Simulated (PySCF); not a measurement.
# [PmBr2]+: other functionals and bases at one geometry

One table from this session's results is given with a row withheld; the runs are named, their logs left out.

Computed with PySCF 2.14.0. Level: several levels, as the steps say, no spin–orbit coupling.

1 further run of the same task is left out (for a known fault of the program).

### The system as given

3 atoms, charge 1, spin multiplicity 1.

Bond lengths: Pm1–Br2 2.579 Å, Pm1–Br3 2.579 Å. Angles: Br2–Pm1–Br3 108.5°.

As a file:

```xyz
3
charge 1, multiplicity 1
Pm    0.0000    0.0000   -0.8377
Br    2.0930    0.0000    0.6698
Br   -2.0930    0.0000    0.6698
```

Formal oxidation states: Pm +3. Each metal's 4 4f electrons lie in its core potential, so multiplicities, spins and levels count the valence alone. An earlier session relaxed this geometry at PBE0, Pm lcecp-1-SVP with ECP50, Br def2-SVP (singlet, point group C2v).

At PBE0 on the finer grid: E = -5181.100344 Eh, HOMO -12.81 eV, LUMO -7.68 eV, Mulliken charge on Pm1 +1.29 e, largest force component 0.034 eV/Å. 

Levels to run: HF; M06-L; PBE0, TZVP. Hardware: 2 threads of Arm Neoverse V2, shared host.

Set-up of the first run:

run.py (the lines that set the calculation)

```python
mol = gto.M(atom='''
Pm     0.00000     0.00000    -0.83768
Br     2.09295     0.00000     0.66976
Br    -2.09295     0.00000     0.66976''',
    basis={'Pm': 'lcecp-1-SVP', 'Br': 'def2-SVP'},
    ecp={'Pm': 'lcecp-1-SVP'},
    charge=1, spin=0)
mf = scf.RHF(mol)
mf = mf.density_fit()  # fitting sets: Pm AutoAux, Br def2-universal-JKFIT
mf.conv_tol = 1e-08; mf.max_cycle = 55
mf.kernel(dm0)  # dm0: the density of the relaxed state
```

Launch:

```console
$ OMP_NUM_THREADS=2 python run.py
```

Among the steps run: HF; M06-L; PBE0, TZVP.

One of the session's tables, all rows but one given; the rest of the session is left out.

```
              level  HOMO (eV)  gap (eV)  charge on Pm1 (e)  dipole (D)  largest force component (eV/Å)
PBE0 (relaxed here)     -12.81      5.13               1.29        7.76                            0.03
                 HF     -15.40     10.04               1.60        9.25                            0.64
              M06-L          ?         ?                  ?           ?                               ?
         PBE0, TZVP     -12.76      5.18               1.54        7.64                            0.04
```

Q: Estimate the row for M06-L from the others.

**Answer.** HOMO (eV): -11.75; gap (eV): 4.06; charge on Pm1 (e): 1.41; dipole (D): 7.83; largest force component (eV/Å): 0.38. In the column «HOMO (eV)» it is the highest.

The dipole of a charged species depends on the origin, so these sizes hold for this origin alone.

In one basis the HOMO–LUMO gap runs from 4.06 eV (M06-L) to 10.04 eV (HF). The largest leftover force, 0.64 eV/Å with HF, stands at a geometry relaxed at another level. With 4f in the core, its levels are missing from HOMO and gap, and its count is fixed, so no charge can pass from the ligands into it. Total energies of different levels can't be compared.
